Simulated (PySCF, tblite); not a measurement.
# C₅H₁₄BNS: geometry, infrared bands and NMR shifts

What infrared bands and NMR shifts should C₅H₁₄BNS (`C=C(C)C[NH2+][BH2-]SC`) show?

Computed with tblite 0.8.0 and PySCF 2.14.0, with density-fitted response routines of our own, on a single molecule in the gas phase. Atoms are numbered from 0 throughout.

## 1. Starting geometry

22 atoms, charge 0, multiplicity 1; geometry from: force field or distance geometry start.

Bonds of the start (Å): C0–C1 1.34, C1–C2 1.46, C1–C3 1.47, C3–N4 1.43, N4–B5 1.53, B5–S6 1.89, S6–C7 1.84, C0–H8 1.10, C0–H9 1.10, C2–H10 1.11, C2–H11 1.11, C2–H12 1.11, C3–H13 1.13, C3–H14 1.11, N4–H15 1.02, N4–H16 1.05, B5–H17 1.21, B5–H18 1.21, C7–H19 1.10, C7–H20 1.13, C7–H21 1.09.

## 2. Optimising the geometry with GFN2-xTB

Job settings and geometry (Å):

```
{"job": {"kind": "relax", "xc": "GFN2-xTB", "basis": "xTB"}, "charge": 0, "multiplicity": 1}
C     -2.775300    -1.501300    -0.697400
C     -2.221600    -0.467600    -0.046000
C     -2.991800     0.726800     0.304000
C     -0.805900    -0.529000     0.350000
N      0.048900     0.492100    -0.177500
B      1.471300    -0.002800     0.063100
S      2.732700     1.403100     0.134900
C      4.370900     0.617100    -0.122100
H     -2.198800    -2.400400    -0.949000
H     -3.834100    -1.388600    -0.954500
H     -3.930100     0.438700     0.832400
H     -2.464600     1.429300     0.990700
H     -3.335400     1.267800    -0.608300
H     -0.395400    -1.500300    -0.069400
H     -0.724200    -0.490900     1.456600
H     -0.169700     0.621100    -1.170100
H     -0.092800     1.422800     0.281600
H      1.757600    -0.699500    -0.877900
H      1.469700    -0.665500     1.081200
H      4.421700     0.259100    -1.163500
H      4.454700    -0.318300     0.497900
H      5.201700     1.305600     0.041300
```

Run with:

```bash
OMP_NUM_THREADS=1 python probes_run.py task.json out
```

The driver reads the jobs from task.json and runs them one after another.

**Question.** This job is followed by: GFN2-xTB harmonic vibrations, gas phase; GIAO PBE0/pcSseg-1 NMR shielding, non-relativistic, gas phase. What will the session give for the following? strongest single infrared mode (GFN2-xTB); zero-point energy (GFN2-xTB); 13C shifts against TMS (PBE0/pcSseg-1); 1H shifts against TMS (PBE0/pcSseg-1, means over atoms taken as alike); 15N shifts against NH3 (PBE0/pcSseg-1); 11B shifts against BF3·OEt2 (PBE0/pcSseg-1); 33S shifts against CS2 (PBE0/pcSseg-1).

**Answer**, as computed:

| quantity | value |
| --- | --- |
| strongest single infrared mode (GFN2-xTB) | 1176 cm⁻¹, 296 km/mol |
| zero-point energy (GFN2-xTB) | 116.9 kcal/mol |
| 13C shifts against TMS (PBE0/pcSseg-1) | 148.4, 123.5, 57.0, 21.6, 16.0 ppm |
| 1H shifts against TMS (PBE0/pcSseg-1, means over atoms taken as alike) | 5.46, 5.40, 3.54, 3.32, 2.84, 1.97, 1.91 ppm |
| 15N shifts against NH3 (PBE0/pcSseg-1) | 67.4 ppm |
| 11B shifts against BF3·OEt2 (PBE0/pcSseg-1) | -13.6 ppm |
| 33S shifts against CS2 (PBE0/pcSseg-1) | -202 ppm |

In words: Relaxing lowered the energy by 0.734 eV in 127 steps; the close pair that moved most is N4–B5, from 1.525 to 1.613 Å. All 60 modes are real, so the xTB geometry is a minimum. The strongest single mode, at 1176 cm⁻¹, is carried by H15, H16, N4. Unscaled tight-binding wavenumbers are off by several per cent, some by more. Its intensities can rank the bands wrongly. C1 (fully substituted alkene carbon) lies farthest downfield among carbon, at 148.4 ppm; the olefinic region. At PBE0/pcSseg-1: Shielding is most anisotropic at S6 (span 352 ppm, paramagnetic term -356 ppm).
